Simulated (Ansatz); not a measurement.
Geometry optimisation, Ansatz 0.2.0, DFT PBEsol, scalar-relativistic, plane waves, PAW.

Input file:

```yaml
accuracy: low
crystal:
  lattice:
    - [0.0, 5.43, 5.43]
    - [5.43, 0.0, 5.43]
    - [5.43, 5.43, 0.0]
  atoms:
    - { symbol: Si, position: [0.0, 0.0, 0.0] }
    - { symbol: Si, position: [0.125, 0.125, 0.125] }
    - { symbol: Si, position: [0.0, 0.0, 0.5] }
    - { symbol: Si, position: [0.125, 0.125, 0.625] }
    - { symbol: Si, position: [0.0, 0.5, 0.0] }
    - { symbol: Si, position: [0.125, 0.625, 0.125] }
    - { symbol: Si, position: [0.0, 0.5, 0.5] }
    - { symbol: Si, position: [0.125, 0.625, 0.625] }
    - { symbol: Si, position: [0.5, 0.0, 0.0] }
    - { symbol: Si, position: [0.625, 0.125, 0.125] }
    - { symbol: Si, position: [0.5, 0.0, 0.5] }
    - { symbol: Si, position: [0.625, 0.125, 0.625] }
    - { symbol: Si, position: [0.5, 0.5, 0.0] }
    - { symbol: Si, position: [0.625, 0.625, 0.125] }
    - { symbol: Si, position: [0.5, 0.5, 0.5] }
    - { symbol: Si, position: [0.625, 0.625, 0.625] }
    - { symbol: O, position: [0.8782064, 0.36692, 0.8651175], spin: 1.0 }
magnetization:
  spin_polarized: true
basis:
  ecutwfc: 420.0
kpoints:
  mp_grid: { grid: [2, 2, 2] }
hamiltonian:
  xc: pbesol
  pseudopotentials: { kind: paw, azcp: { folder: soft_1 } }
scf:
  occupations: { method: fermi_dirac, width: 0.05 }
  lower_state_search: "off"
relax:
  f_tol: 0.08
  max_steps: 25
  adjacent_minimum: "off"
```

Run as:

```bash
$ ansatz run input.yaml --threads 1 --pin off --max-ram 3072MiB --backend cpu --events-out ev --progress --plain --runs-dir out
```

Question: Where does it end, and by what steps?

Answer: It converged. Limits of this set-up: coarse k mesh, PAW files made for another functional, a small cell, in which the defect meets its images, low accuracy level. After 13 steps the energy has fallen by 3.438 eV; O17 moved furthest, 1.37 Å. Joined: Si4–O17 (2.62 → 1.66 Å).

```json
{"step": "0", "energy less start (eV)": "0.0000", "largest force component (eV/Å)": "0.535", "accepted": "yes"}
{"step": "1", "energy less start (eV)": "-0.1450", "largest force component (eV/Å)": "1.076", "accepted": "yes"}
{"step": "2", "energy less start (eV)": "-0.3736", "largest force component (eV/Å)": "1.367", "accepted": "yes"}
{"step": "3", "energy less start (eV)": "-0.6765", "largest force component (eV/Å)": "1.404", "accepted": "yes"}
{"step": "4", "energy less start (eV)": "-1.0390", "largest force component (eV/Å)": "1.426", "accepted": "yes"}
{"step": "5", "energy less start (eV)": "-1.3852", "largest force component (eV/Å)": "1.529", "accepted": "yes"}
{"step": "6", "energy less start (eV)": "-1.7473", "largest force component (eV/Å)": "1.007", "accepted": "yes"}
{"step": "7", "energy less start (eV)": "-1.9545", "largest force component (eV/Å)": "1.933", "accepted": "yes"}
{"step": "8", "energy less start (eV)": "-2.4140", "largest force component (eV/Å)": "1.733", "accepted": "yes"}
{"step": "9", "energy less start (eV)": "-3.0632", "largest force component (eV/Å)": "1.846", "accepted": "yes"}
{"step": "10", "energy less start (eV)": "-3.2141", "largest force component (eV/Å)": "1.617", "accepted": "yes"}
{"step": "11", "energy less start (eV)": "-3.4128", "largest force component (eV/Å)": "0.198", "accepted": "yes"}
{"step": "12", "energy less start (eV)": "-3.4339", "largest force component (eV/Å)": "0.174", "accepted": "yes"}
{"step": "13", "energy less start (eV)": "-3.4376", "largest force component (eV/Å)": "0.025", "accepted": "yes"}
```

```xyz
17
Lattice="0.0000 5.4300 5.4300 5.4300 0.0000 5.4300 5.4300 5.4300 0.0000" Properties=species:S:1:pos:R:3
Si -0.050 0.280 -0.230
Si 1.314 1.421 1.316
Si 2.731 2.758 0.015
Si 4.092 4.291 1.094
Si 2.675 0.034 2.647
Si 3.981 1.576 3.854
Si 5.775 2.557 2.758
Si 6.837 4.112 4.109
Si 0.047 2.775 2.757
Si 1.382 4.133 4.136
Si 3.014 5.287 2.890
Si 4.214 6.841 4.194
Si 2.731 2.739 5.474
Si 4.107 4.097 6.813
Si 5.550 5.447 5.542
Si 7.112 6.577 6.900
O 5.477 8.839 6.792
```

Whether the end is a true minimum wasn't checked by a vibrational analysis.

Run time: 3.3 min on 1 thread of Arm Neoverse V2, on a shared host, peak memory 0.66 GiB.
